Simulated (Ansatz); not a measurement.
# SiGeO (singlet): from Hartree-Fock to the top rungs at a displaced geometry (v1), cc-pVDZ

One table from this session's results is given with a row withheld; the runs are named, their logs left out.

Computed with Ansatz 0.2.0, Gaussian basis. Level: cc-pVDZ, core rule «outside noble gas», up to 20 orbitals frozen.

The runs, in order: UHF; CCSD(T) on RHF; CCSD(T) on UHF; BCCD(T) on RHF; CISD; CCSDT(Q) on RHF; CCSDT(Q) on UHF.

20 further runs of the same task are left out: 13 that didn't finish, 7 set aside as unsound or not needed.

### What is computed

The geometry is a PBE0/def2-TZVP stationary point (not a proven minimum) with its atoms shifted at random (size 0.040 Å). No spin-orbit coupling is included. The filled d shell of Ge may be among the frozen orbitals whatever the setting's name suggests; the logs give the count.

3 atoms, charge 0, spin multiplicity 1.

Atoms are counted from 1 here; the program's logs count them from 0.

Bond lengths: Ge1–Si2 2.352 Å, Si2–O3 1.562 Å. Angles: Ge1–Si2–O3 176.9°.

The first run:

The input, in.yaml:

```yaml
crystal:
  periodic: [false, false, false]
  atoms:
    - {symbol: Ge, position_ang: [-0.015433, -0.009008, 2.087840]}
    - {symbol: Si, position_ang: [-0.016266, -0.025151, -0.264013]}
    - {symbol: O, position_ang: [0.031698, 0.034159, -1.823827]}
basis:
  gaussian: {orbitals: cc-pVDZ}
magnetization: {spin_polarized: true, initial_magnetization: 0}
hamiltonian: {xc: hf}
output: {orbitals: {seedname: orbitals}}
```

Started as:

```sh
> ansatz run in.yaml --threads 1 --pin off --events-out ev --progress --plain --max-ram 2393MiB
```

Among the steps run: UHF; CCSD(T) on RHF; CCSD(T) on UHF; BCCD(T) on RHF; CISD; CCSDT(Q) on RHF; CCSDT(Q) on UHF.

One of the session's tables, all rows but one given; the rest of the session is left out.

```
   method  from RCCSDT(Q) (kJ/mol)
      RHF                        ?
      UHF                   +943.4
     RMP2                   +117.0
     UMP2                    +61.3
     CISD                   +189.9
    RCCSD                    +72.0
    UCCSD                    +19.7
 RCCSD(T)                    +22.3
 UCCSD(T)                    -29.8
  BCCD(T)                    +21.2
   RCCSDT                    +13.6
   UCCSDT                    -47.2
RCCSDT(Q)                        0
UCCSDT(Q)                    -62.4
```

Q: Estimate the row for RHF from the others.

As computed: from RCCSDT(Q) (kJ/mol): +1033.5. In the column «from RCCSDT(Q) (kJ/mol)» it is the highest.

The program flags UCCSD(T), UCCSDT(Q) as in doubt (see the logs), so those rows may rest on another solution; read them beside their warnings.

Limits of these values: The determinant is far from a pure spin state, so its energy mixes those of several spin states (harmless only where they are near-degenerate, as at dissociation). The program flags UCCSD(T), UCCSDT(Q) as in doubt, so those rows may rest on another solution; read them beside their warnings. Warnings: restricted reference is unstable; spin contamination; large T1 diagnostic. Restricted and unrestricted rows rest on different reference determinants; where their highest levels disagree by more than a few hundredths of an eV, they describe different states and don't form one ladder.
